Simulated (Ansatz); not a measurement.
# ZrNiF6: two electronic states of one cell

An SCF can end in more than one state. Here ZrNiF6, a known structure type filled with other elements, at an estimated volume, is run from each state found earlier: which lies lowest, and what else changes?

Program: Ansatz 0.2.0. Level of theory: DFT, r2SCAN, with U_eff = 5.1 eV on Ni d, plane waves, PAW. These are calculated values, not measurements.

## 1. The structure

The structure is trigonal, space group R-3m (No. 166). Conventional cell: a = 6.640 Å, b = 6.640 Å, c = 6.248 Å, α = 90.00°, β = 90.00°, γ = 120.00°. Zr (site symmetry -3m) is surrounded by 12 F at 2.45 to 2.55 Å. Ni (site symmetry -3m) has 6 F at 1.69 Å as nearest neighbours. F (site symmetry m) is surrounded by 1 Ni at 1.69 Å.

As a file:

```
Zr Ni F
1.0
     3.31994    1.91677    2.08251
    -3.31994    1.91677    2.08251
     0.00000   -3.83353    2.08251
Zr Ni F
1 1 6
Direct
  0.50000 0.50000 0.50000
  0.00000 0.00000 0.00000
  0.27600 0.91600 0.27600
  0.27600 0.27600 0.91600
  0.91600 0.27600 0.27600
  0.72400 0.08400 0.72400
  0.08400 0.72400 0.72400
  0.72400 0.72400 0.08400
```

The states: A, Ni2 up (collinear spin); B, no atom with a moment over 0.3 μB (no spin polarisation). Each run reads its own saved solution as saved_state.

## 2. State A: the run

input.yaml

```yaml
crystal:
  lattice:
    - [3.31993392, 1.91676718, 2.08251013]
    - [-3.31993392, 1.91676718, 2.08251013]
    - [0.0, -3.83353336, 2.08251013]
  atoms:
    - { symbol: Zr, position: [0.5, 0.5, 0.5] }
    - { symbol: Ni, position: [0.0, 0.0, 0.0] }
    - { symbol: F, position: [0.276, 0.916, 0.276] }
    - { symbol: F, position: [0.276, 0.276, 0.916] }
    - { symbol: F, position: [0.916, 0.276, 0.276] }
    - { symbol: F, position: [0.724, 0.084, 0.724] }
    - { symbol: F, position: [0.084, 0.724, 0.724] }
    - { symbol: F, position: [0.724, 0.724, 0.084] }
kpoints:
  mp_grid: { grid: [5, 5, 5], shift: [0, 0, 0] }
  band_path:
    path:
      - [0.0, 0.0, 0.0]
      - [0.5, 0.0, 0.0]
      - [0.5, -0.5, 0.5]
      - [0.36340315, -0.63659685, 0.36340315]
      - [0.36340315, 0.36340315, 0.36340315]
      - [0.0, 0.0, 0.0]
      - [0.5, -0.5, 0.0]
    npoints: 11
magnetization:
  spin_polarized: true
scf:
  occupations: { method: fermi_dirac }
  lower_state_search: "off"
  max_iter: 200
hamiltonian:
  pseudopotentials: { kind: paw }
  xc: r2scan
  hubbard:
    projectors: all-electron-ortho-atomic
    sites: [{ species: Ni, l: d, u_eff: 5.1 }]
basis:
  ecutwfc: 500
  fft_grid_basis: typed
output:
  forces: true
  stress: true
  eigenvalues: true
  bader: true
  populations: true
  elf: true
  write_potential: true
  volumetric_format: npy
  dos:
    e_range: [-12, 8]
    de: 0.05
    projected: { site_lists: { F: [F], Ni: [Ni], Zr: [Zr] } }
checkpoint:
  read: saved_state
```

On the command line:

```console
ansatz run input.yaml --threads 1 --pin off --max-ram 2560MiB --backend cpu --events-out ev --progress --plain --runs-dir out
```

## 4. Run from state B

input.yaml, as its differences from that of step 2:

```diff
@@ -16,14 +16,4 @@
   mp_grid: { grid: [5, 5, 5], shift: [0, 0, 0] }
-  band_path:
-    path:
-      - [0.0, 0.0, 0.0]
-      - [0.5, 0.0, 0.0]
-      - [0.5, -0.5, 0.5]
-      - [0.36340315, -0.63659685, 0.36340315]
-      - [0.36340315, 0.36340315, 0.36340315]
-      - [0.0, 0.0, 0.0]
-      - [0.5, -0.5, 0.0]
-    npoints: 11
 magnetization:
-  spin_polarized: true
+  spin_polarized: false
 scf:
```

(Steps that only read results are left out.)

Before running it: what results should come out? Wanted: for each run, free energy; largest site moment; size of the net moment; gap; pressure; largest force.

**Answer**, as computed:

| state | free energy (meV/atom) | largest site moment (μB) | size of the net moment (μB/cell) | gap (eV) | pressure (GPa) | largest force (eV/Å) | SCF cycles |
| --- | --- | --- | --- | --- | --- | --- | --- |
| A | 0.0 | 1.49 | 2.00 | 0.50 | 29.3 | 7.26 | 9 |
| B | 243.0 | – | – | metal | 25.2 | 5.36 | 13 |

State A lies lowest, 243.0 meV per atom under state B. They differ in kind: A is gapped, B is a metal. The atoms are far from rest (forces to 7.3 eV/Å), so order and character hold for this geometry alone. At the same volume their pressures differ by 4.1 GPa, the state with the larger moments having the higher pressure, so it wants the larger volume. Not all runs allow spin: where it is off, the gap in energy is mostly the cost of forbidding moments, not two ends of one search.

Caveats: gaps of Fe, Co and Ni magnets can come out low on these datasets.
